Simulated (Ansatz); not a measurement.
Geometry optimisation, DFT PBE, scalar-relativistic, plane waves, PAW (Ansatz 0.2.0).

Input:

```yaml
crystal:
  lattice:
    - [0.0, 3.57, 3.57]
    - [3.57, 0.0, 3.57]
    - [3.57, 3.57, 0.0]
  atoms:
    - { symbol: C, position: [0.0, 0.0, 0.0] }
    - { symbol: C, position: [0.125, 0.125, 0.125] }
    - { symbol: C, position: [0.0, 0.0, 0.5] }
    - { symbol: C, position: [0.125, 0.125, 0.625] }
    - { symbol: C, position: [0.0, 0.5, 0.0] }
    - { symbol: C, position: [0.125, 0.625, 0.125] }
    - { symbol: C, position: [0.0, 0.5, 0.5] }
    - { symbol: C, position: [0.125, 0.625, 0.625] }
    - { symbol: C, position: [0.5, 0.0, 0.0] }
    - { symbol: C, position: [0.625, 0.125, 0.125] }
    - { symbol: C, position: [0.5, 0.0, 0.5] }
    - { symbol: C, position: [0.625, 0.125, 0.625] }
    - { symbol: C, position: [0.5, 0.5, 0.0] }
    - { symbol: C, position: [0.625, 0.625, 0.125] }
    - { symbol: C, position: [0.5, 0.5, 0.5] }
    - { symbol: C, position: [0.625, 0.625, 0.625] }
    - { symbol: H, position: [0.3839057, 0.3618319, 0.8690977] }
total_charge: 1
basis:
  ecutwfc: 420.0
kpoints:
  mp_grid: { grid: [3, 3, 3] }
hamiltonian:
  xc: pbe
scf:
  occupations: { method: fermi_dirac, width: 0.05 }
  lower_state_search: "off"
relax:
  f_tol: 0.03
  max_steps: 60
  adjacent_minimum: "off"
```

Launched with:

```bash
$ ansatz run input.yaml --threads 1 --pin off --max-ram 3072MiB --backend cpu --events-out ev --progress --plain --runs-dir out
```

Question: Where does it end, and by what steps?

Answer: It converged. Limits of this set-up: charged cell in a uniform background, uncorrected. After 8 steps the energy has fallen by 0.923 eV; H17 moved furthest, 0.81 Å. Joined: C9–H17, C12–H17.

| step | energy less start (eV) | largest force component (eV/Å) | accepted |
| --- | --- | --- | --- |
| 0 | 0.0000 | 1.362 | yes |
| 1 | -0.1007 | 0.428 | yes |
| 2 | -0.1375 | 0.657 | yes |
| 3 | -0.2753 | 1.312 | yes |
| 4 | -0.4809 | 1.684 | yes |
| 5 | -0.8047 | 1.334 | yes |
| 6 | -0.9095 | 0.256 | yes |
| 7 | -0.9224 | 0.061 | yes |
| 8 | -0.9229 | 0.012 | yes |

```xyz
17
Lattice="0.0000 3.5700 3.5700 3.5700 0.0000 3.5700 3.5700 3.5700 0.0000" Properties=species:S:1:pos:R:3
C 0.045 0.017 0.018
C 0.973 0.905 0.875
C 1.847 1.817 0.022
C 2.737 2.693 0.922
C 1.836 0.006 1.812
C 2.721 0.899 2.700
C 3.612 1.790 1.813
C 4.506 2.675 2.701
C 0.108 1.877 1.745
C 0.941 2.694 2.707
C 1.817 3.571 1.806
C 2.634 4.404 2.768
C 1.818 1.775 3.591
C 2.695 2.664 4.491
C 3.606 3.538 3.638
C 4.495 4.466 4.494
H 3.703 4.381 2.260
```

The run took 18 s on 1 thread of Intel(R) Xeon(R) 6975P-C (Granite Rapids), with other jobs on the host, peak memory 0.36 GiB.
